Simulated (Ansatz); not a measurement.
# FH2O2Sc: how energies converge with the basis set

One table from this session's results is given with a row withheld; the runs are named, their logs left out.

Program: Ansatz 0.2.0, Gaussian basis. Level of theory: one geometry, several basis sets. These are calculated values, not measurements.

Plan: PBE0-D4/def2-SVP; ωB97M-V/def2-SVP; PBE0-D4/def2-QZVPP; ωB97M-V/def2-QZVPP; the functionals' def2-TZVPP values are taken from earlier runs.

### The geometry

The geometry comes from an earlier relaxation with PBE0-D4 in a triple-zeta def2 set; it is a stationary point.

6 atoms, charge 0, spin multiplicity 1.

Atoms are counted from 1 here; the program's logs count them from 0.

Bond lengths: O1–Sc2 1.861 Å, O1–H5 0.952 Å, Sc2–O3 1.861 Å, Sc2–F4 1.856 Å, O3–H6 0.952 Å. Angles: Sc2–O1–H5 176.4°, O1–Sc2–O3 122.4°, O1–Sc2–F4 118.8°, O3–Sc2–F4 118.8°, Sc2–O3–H6 175.5°.

As a file:

```xyz
6
charge 0, multiplicity 1
O    -0.51889    1.31739   -0.90558
Sc   -0.14626   -0.37931   -0.23738
O     0.82560   -0.64306    1.32802
F    -0.76608   -1.86281   -1.16479
H    -0.68013    2.20785   -1.20087
H     1.32786   -0.70395    2.13440
```

Set-up of the first run:

The input, in.yaml:

```yaml
crystal:
  periodic: [false, false, false]
  atoms:
    - {symbol: O, position_ang: [-0.518889, 1.317389, -0.905582]}
    - {symbol: Sc, position_ang: [-0.146259, -0.379314, -0.237382]}
    - {symbol: O, position_ang: [0.825600, -0.643064, 1.328019]}
    - {symbol: F, position_ang: [-0.766077, -1.862809, -1.164786]}
    - {symbol: H, position_ang: [-0.680132, 2.207850, -1.200872]}
    - {symbol: H, position_ang: [1.327857, -0.703953, 2.134403]}
basis:
  gaussian: {orbitals: def2-SVP}
hamiltonian: {xc: pbe0, dispersion: d4}
output: {orbitals: {seedname: orbitals}}
```

Steps of the session up to this table: PBE0-D4 in def2-SVP; ωB97M-V in def2-SVP; PBE0-D4 in def2-QZVPP; ωB97M-V in def2-QZVPP.

One of the session's tables, all rows but one given; the rest of the session is left out.

It belongs to the step «Density functionals: the series». 

| functional | basis | HOMO (eV) | LUMO (eV) |
| --- | --- | --- | --- |
| PBE0-D4 | def2-SVP | ? | ? |
| PBE0-D4 | def2-TZVPP | -8.77 | -1.74 |
| PBE0-D4 | def2-QZVPP | -8.79 | -1.74 |
| ωB97M-V | def2-SVP | -10.72 | 0.04 |
| ωB97M-V | def2-TZVPP | -11.25 | -0.26 |
| ωB97M-V | def2-QZVPP | -11.27 | -0.31 |

Estimate the missing values for PBE0-D4, def2-SVP.

**Answer.** HOMO (eV): -8.28; LUMO (eV): -1.42. In the column «HOMO (eV)» it is the highest.
